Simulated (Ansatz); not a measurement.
# CsBe2Se4: the cost of one run

Program: Ansatz 0.2.0. Level of theory: DFT PBE, scalar-relativistic, plane waves, PAW. These are calculated values, not measurements.

## Step 1: The system as given

It takes space group Immm (No. 71, orthorhombic). The conventional cell has a = 6.790 Å, b = 8.961 Å, c = 12.074 Å, α = 90.00°, β = 90.00°, γ = 90.00°. Around Cs (site symmetry mmm) lie 2 Be at 1.69 Å. Be (site symmetry m2m) is surrounded by 1 Cs at 1.69 Å. Se (site symmetry -1) has 2 Se at 3.39 Å and 2 Be at 3.51 Å as nearest neighbours.

Structure file:

```cif
data_structure
_symmetry_space_group_name_H-M 'Immm'
_symmetry_Int_Tables_number 71
_cell_length_a 6.7899
_cell_length_b 8.9610
_cell_length_c 12.0735
_cell_angle_alpha 90.000
_cell_angle_beta 90.000
_cell_angle_gamma 90.000
_cell_volume 734.60
loop_
_atom_site_label
_atom_site_type_symbol
_atom_site_symmetry_multiplicity
_atom_site_Wyckoff_symbol
_atom_site_fract_x
_atom_site_fract_y
_atom_site_fract_z
_atom_site_occupancy
Cs1 Cs 2 c 0.50000 0.50000 0.00000 1
Be1 Be 4 h 0.50000 0.68840 0.00000 1
Se1 Se 8 k 0.75000 0.75000 0.25000 1
```

The cell is invented: random cell by space group and Wyckoff sites (Immm, No. 71). Its size is a rough estimate.

## Step 2: The guess as it stands, on a coarse mesh

input.yaml reads:

```yaml
crystal:
  lattice:
    - [-3.39493293, 4.48048442, 6.03677258]
    - [3.39493293, -4.48048442, 6.03677258]
    - [3.39493293, 4.48048442, -6.03677258]
  atoms:
    - { symbol: Cs, position: [0.5, 0.5, 0.0] }
    - { symbol: Be, position: [0.68840498, 0.5, 0.18840498] }
    - { symbol: Be, position: [0.31159502, 0.5, 0.81159502] }
    - { symbol: Se, position: [0.0, 0.0, 0.5] }
    - { symbol: Se, position: [0.5, 0.0, 0.0] }
    - { symbol: Se, position: [0.5, 0.5, 0.5] }
    - { symbol: Se, position: [0.0, 0.5, 0.0] }
basis:
  ecutwfc: 420
kpoints:
  mp_grid: { grid: [4, 4, 4] }
hamiltonian:
  xc: pbe
scf:
  occupations: { method: gaussian, width: 0.1 }
  lower_state_search: "off"
output:
  forces: true
  stress: true
  eigenvalues: true
```

Launch:

```console
> ansatz run input.yaml --threads 1 --pin off --max-ram 2560MiB --backend cpu --events-out ev --progress --plain --runs-dir out
```

**Question.** How long does this run take on 1 thread of Intel Xeon at 2.70GHz, shared host, and how much memory does it need?

About 2.8 min, with a peak of 0.75 GiB.
